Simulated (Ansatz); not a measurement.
# C2H4NOSi (SMILES C[SiH]N=C=O): UHF/STO-3G

What is the vertical doublet–quartet gap of C2H4NOSi at UHF/STO-3G? 

The calculation is run with Ansatz 0.2.0.

104 further runs of the same task are left out: 104 set aside as unsound or not needed.

## 1. The structure to begin with

C2H4NOSi: 9 atoms, total charge 0, spin state doublet. SMILES: `C[SiH]N=C=O`. The shape is that of a PBE0-D4/def2-TZVP optimisation. This is one conformer, not always the lowest.

Bond lengths: C1–Si2 1.865 Å, Si2–N3 1.715 Å, N3–C4 1.195 Å, C4–O5 1.166 Å, C1–H6 1.094 Å, C1–H7 1.091 Å, C1–H8 1.092 Å, Si2–H9 1.490 Å. Some angles: C1–Si2–N3 109.4°, Si2–N3–C4 161.1°, N3–C4–O5 178.3°, C1–Si2–H9 111.9°, N3–Si2–H9 107.3°, Si2–C1–H6 110.2°, Si2–C1–H7 111.1°, Si2–C1–H8 110.1°, H6–C1–H7 108.5°, H6–C1–H8 108.5°.

## 2. The energy at UHF/STO-3G

File job.yaml:

```yaml
crystal:
  periodic: [false, false, false]
  atoms:
    - {symbol: C, position_ang: [-0.230800, 0.936500, 1.233300]}
    - {symbol: Si, position_ang: [-0.019100, 0.717300, -0.606900]}
    - {symbol: "N", position_ang: [0.147000, -0.951200, -0.966600]}
    - {symbol: C, position_ang: [-0.027700, -2.022300, -1.465700]}
    - {symbol: O, position_ang: [-0.174100, -3.081100, -1.930900]}
    - {symbol: H, position_ang: [0.625000, 0.510600, 1.765400]}
    - {symbol: H, position_ang: [-1.138100, 0.442600, 1.585600]}
    - {symbol: H, position_ang: [-0.298200, 1.998600, 1.479400]}
    - {symbol: H, position_ang: [1.204500, 1.402700, -1.110500]}
basis:
  gaussian:
    orbitals: STO-3G
magnetization:
  spin_polarized: true
  initial_magnetization: 1
hamiltonian:
  xc: hf
output: {orbitals: {seedname: orbitals}}
accuracy: high
```

Command:

```bash
$ ansatz run job.yaml --threads 1 --pin off --max-ram 3480MiB --events-out events.jsonl --progress --plain --runs-dir runs
```

The program printed:

```text
Warning: RAYON_NUM_THREADS=1 ignored (pool sized by the plan → 1); use --threads N
Functional definition: HF
  name "HF"
  exchange = exact_x
  correlation = 0
647 factors; integrals over basis functions are off by at most 1.6e-8 eV
mean field evaluation 1: about -13338.5474 eV, gradient 2.1e1 eV
mean field evaluation 2: about -13338.6614 eV, gradient 2.2e1 eV
mean field evaluation 4: about -13341.3829 eV, gradient 2.4e0 eV
mean field evaluation 8: about -13341.4448 eV, gradient 1.2e-1 eV
mean field evaluation 16: about -13341.4439 eV, gradient 1.9e-8 eV
mean field -13341.44391779 eV, -490.2890208234 hartree, gradient 1.9e-8 eV, S^2 0.766423; 0 other end points of the search recorded, 0 dependent functions left out
reference -13341.44391779 eV, -490.2890208234 hartree; 23, 22 occupied and 10, 11 virtual orbitals, 647 factors
Total energy: -13341.44391779 eV, -490.2890208234 hartree
```

Wall time 0.54 s (1 thread of Arm Neoverse V1, shared host).

## 3. The quartet

File input.yaml:

```yaml
basis:
  gaussian: {orbitals: STO-3G}
crystal:
  periodic: [false, false, false]
  atoms:
    - {symbol: C, position_ang: [-0.230800, 0.936500, 1.233300]}
    - {symbol: Si, position_ang: [-0.019100, 0.717300, -0.606900]}
    - {symbol: N, position_ang: [0.147000, -0.951200, -0.966600]}
    - {symbol: C, position_ang: [-0.027700, -2.022300, -1.465700]}
    - {symbol: O, position_ang: [-0.174100, -3.081100, -1.930900]}
    - {symbol: H, position_ang: [0.625000, 0.510600, 1.765400]}
    - {symbol: H, position_ang: [-1.138100, 0.442600, 1.585600]}
    - {symbol: H, position_ang: [-0.298200, 1.998600, 1.479400]}
    - {symbol: H, position_ang: [1.204500, 1.402700, -1.110500]}
magnetization: {spin_polarized: true, initial_magnetization: 3}
hamiltonian: {xc: hf}
accuracy: high
output: {orbitals: {seedname: orbitals}}
```

Command:

```bash
$ ansatz run input.yaml --threads 1 --pin off --max-ram 3480MiB --events-out events.jsonl --progress --plain --runs-dir runs
```

The program printed, cut to the lines that bear on the results:

```text
Warning: RAYON_NUM_THREADS=1 ignored (pool sized by the plan → 1); use --threads N
[... 2 set-up lines as earlier in the session ...]
[...]
647 factors; integrals over basis functions are off by at most 1.6e-8 eV
[...]
mean field -13335.80418103 eV, -490.0817643200 hartree, gradient 1.7e-8 eV, S^2 3.758201; 3 other end points of the search recorded, 0 dependent functions left out
reference -13335.80418103 eV, -490.0817643200 hartree; 24, 21 occupied and 9, 12 virtual orbitals, 647 factors
Total energy: -13335.80418103 eV, -490.0817643200 hartree
```

Wall time 1.4 s (1 thread of Arm Neoverse V1, shared host); peak memory 0.092 GiB.

## 4. What came out

Level: UHF/STO-3G.

```
                                        quantity          value
                           doublet: total energy  -490.28902 Eh
     doublet: HOMO energy (highest over α and β)       -6.12 eV
      doublet: LUMO energy (lowest over α and β)        5.37 eV
                                   doublet: ⟨S²⟩          0.766
                           quartet: total energy  -490.08176 Eh
     quartet: HOMO energy (highest over α and β)       -1.68 eV
      quartet: LUMO energy (lowest over α and β)        5.42 eV
                                   quartet: ⟨S²⟩          3.758
vertical energy of the quartet above the doublet       5.640 eV
```

What this shows: At this shape the quartet lies 5.64 eV (544 kJ/mol) above the doublet. In a minimal basis such a difference can be off by several eV, whatever the method.
